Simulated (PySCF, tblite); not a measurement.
# C₃H₁₀F₂OSi₂: geometry, infrared bands and NMR shifts

Wanted: the infrared bands and NMR shifts of C₃H₁₀F₂OSi₂ (`C[Si](C)(CF)O[SiH2]F`), by calculation.

Computed with tblite 0.8.0 and PySCF 2.14.0, with density-fitted response routines of our own, on a single molecule in the gas phase. Atoms are numbered from 0 throughout.

## 1. The molecule as given

18 atoms, charge 0, multiplicity 1; geometry from: force field or distance geometry start.

Bonds of the start (Å): C0–Si1 1.86, Si1–C2 1.83, Si1–C3 1.88, C3–F4 1.37, Si1–O5 1.70, O5–Si6 1.72, Si6–F7 1.70, C0–H8 1.12, C0–H9 1.10, C0–H10 1.11, C2–H11 1.08, C2–H12 1.14, C2–H13 1.11, C3–H14 1.11, C3–H15 1.12, Si6–H16 1.46, Si6–H17 1.47.

## 2. Geometry optimisation with GFN2-xTB

Job settings and geometry (Å):

```
{"job": {"kind": "relax", "xc": "GFN2-xTB", "basis": "xTB"}, "charge": 0, "multiplicity": 1}
C     -1.635300    -1.222100    -0.966500
Si    -0.305500    -0.325900    -0.019200
C     -0.221100     1.377500    -0.695400
C     -0.766700    -0.151800     1.792600
F     -2.105100     0.123500     1.918500
O      1.158700    -1.184800    -0.079300
Si     2.436400    -0.029100    -0.153500
F      3.902700    -0.649400     0.435500
H     -1.229500    -2.226900    -1.235900
H     -1.892400    -0.622400    -1.853700
H     -2.547500    -1.306200    -0.331700
H      0.704600     1.913300    -0.543500
H     -1.031200     1.964200    -0.157100
H     -0.477700     1.377000    -1.773900
H     -0.116900     0.656900     2.199300
H     -0.502600    -1.115500     2.308800
H      2.093600     1.089900     0.722000
H      2.526800     0.338200    -1.578600
```

Started as:

```sh
OMP_NUM_THREADS=1 python probes_run.py task.json out
```

The driver reads the jobs from task.json and runs them one after another.

**Question.** This job is followed by: GFN2-xTB harmonic vibrations, gas phase; GIAO PBE0/pcSseg-1 NMR shielding, non-relativistic, gas phase. What will the session give for the following? strongest single infrared mode (GFN2-xTB); zero-point energy (GFN2-xTB); ¹³C shifts against TMS (PBE0/pcSseg-1, means over atoms taken as alike); ¹H shifts against TMS (PBE0/pcSseg-1, means over atoms taken as alike); ²⁹Si shifts against TMS (PBE0/pcSseg-1); ¹⁹F shifts against CFCl3 (PBE0/pcSseg-1); ¹⁷O shifts against H2O (PBE0/pcSseg-1).

The runs gave:

| quantity | value |
| --- | --- |
| strongest single infrared mode (GFN2-xTB) | 1086 cm⁻¹, 823 km/mol |
| zero-point energy (GFN2-xTB) | 79.4 kcal/mol |
| ¹³C shifts against TMS (PBE0/pcSseg-1, means over atoms taken as alike) | 81.0, 0.0 ppm |
| ¹H shifts against TMS (PBE0/pcSseg-1, means over atoms taken as alike) | 4.89, 4.78, 0.39 ppm |
| ²⁹Si shifts against TMS (PBE0/pcSseg-1) | 4.8, -32.3 ppm |
| ¹⁹F shifts against CFCl3 (PBE0/pcSseg-1) | -165.4, -311.5 ppm |
| ¹⁷O shifts against H2O (PBE0/pcSseg-1) | 81.3 ppm |

**Reading.** The optimisation took 121 steps and gained 1.435 eV; among the close pairs (by a distance rule), O5–Si6 changed most, from 1.724 to 1.606 Å. All 48 modes are real, so the xTB geometry is a minimum. The strongest single mode, at 1086 cm⁻¹, moves mainly O5. GFN2-xTB is a fitted tight-binding method: band positions and strengths are rough. Its intensities can rank the bands wrongly. At PBE0/pcSseg-1: Shielding is most anisotropic at F7 (span 150 ppm, paramagnetic term -134 ppm).
